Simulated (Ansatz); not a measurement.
# Cu: a line through an energy map

The task here is to estimate one member of a computed series from the others.

Method: DFT PBEsol, scalar-relativistic, plane waves, PAW, in Ansatz 0.2.0.

1 further run of the same task is left out (set aside as unsound or not needed). Runs told in other sessions of the task aren't counted.

## The system as given

The structure is orthorhombic, space group Cmcm (No. 63). Conventional cell: a = 2.429 Å, b = 7.919 Å, c = 2.468 Å, α = 90.00°, β = 90.00°, γ = 90.00°. Cu (site symmetry m2m) is surrounded by 10 Cu at 2.43 to 2.53 Å.

Structure file:

```
CELL_PARAMETERS angstrom
1.21469 -3.95947 0.00000
1.21469 3.95947 0.00000
0.00000 0.00000 2.46756
ATOMIC_POSITIONS crystal
Cu 0.13385 0.86615 0.25000
Cu 0.86615 0.13385 0.75000
```

It goes back to an entry of the Materials Project, which need not be the stable form.

This cell was relaxed beforehand with the same method: volume 11.87 Å³/atom, gap on the mesh none (metal).

## Plan of the line

The energy is mapped over volume and the cell's shape.

First coordinate, volume per atom: 5 values from 10.44 to 13.29 Å³. Second coordinate, stretch along a over the lengths across it, relative to the relaxed cell: 5 values from 0.923 to 1.083.

Nothing else is relaxed (fractional coordinates fixed). Energies count from the relaxed crystal. Points are written as (first, second).

The first run:

The input, input.yaml:

```yaml
crystal:
  lattice:
    - [1.1955610409, -3.7439692127, 0.0]
    - [1.1955610409, 3.7439692127, 0.0]
    - [0.0, 0.0, 2.3332584101]
  atoms:
    - { symbol: Cu, position: [0.1338543804, 0.8661456196, 0.25] }
    - { symbol: Cu, position: [0.8661456196, 0.1338543804, 0.75] }
basis:
  ecutwfc: 520.0
kpoints:
  mp_grid: { grid: [22, 22, 20] }
hamiltonian:
  xc: pbesol
  pseudopotentials: { kind: paw, azcp: { folder: soft_1 } }
scf:
  occupations: { method: gaussian, width: 0.15 }
output:
  forces: true
  stress: true
  eigenvalues: true
  write_density: true
  write_potential: true
  elf: true
  volumetric_format: npy
```

Command:

```console
$ ansatz run input.yaml --threads 2 --pin off --max-ram 4096MiB --backend cpu --events-out ev --progress --plain --runs-dir out
```

Steps of the session up to this table: Point (10.44 Å³, 1.041); Point (11.16 Å³, 1.041); Point (11.87 Å³, 1.041); Point (12.58 Å³, 1.041); Point (13.29 Å³, 1.041).

One of the session's tables, all rows but one given; the rest of the session is left out.

```
volume per atom (Å³)  energy (meV/atom)  slope (meV/atom per Å³)  pressure (GPa)  largest force on an atom (eV/Å)
               10.44                124                     −175            28.1                            0.005
               11.16                 37                      −75            12.0                            0.072
               11.87                  ?                        ?               ?                                ?
               12.58                 25                       44            −7.0                            0.170
               13.29                 69                       78           −12.5                            0.200
```

Q: Estimate the row for volume per atom (Å³) = 11.87 from the others.

Worked estimate for «energy (meV/atom)». A straight line through the neighbours (11.16, 37) and (12.58, 25) gives 37 + (25 − 37) × (11.87 − 11.16) / (12.58 − 11.16) = 31; a parabola fitted to 4 rows on both sides gives 9.

**Answer.** energy (meV/atom): 10; slope (meV/atom per Å³): −5; pressure (GPa): 0.8; largest force on an atom (eV/Å): 0.128. In «energy (meV/atom)» the line misses by +21 and the parabola by -1.

Energies count from the relaxed crystal. Slopes come from the forces (and the stress, where the cell changes), not from differences of energies.

Caveats from the session: Warnings in the runs' records: pseudo functional mismatch.
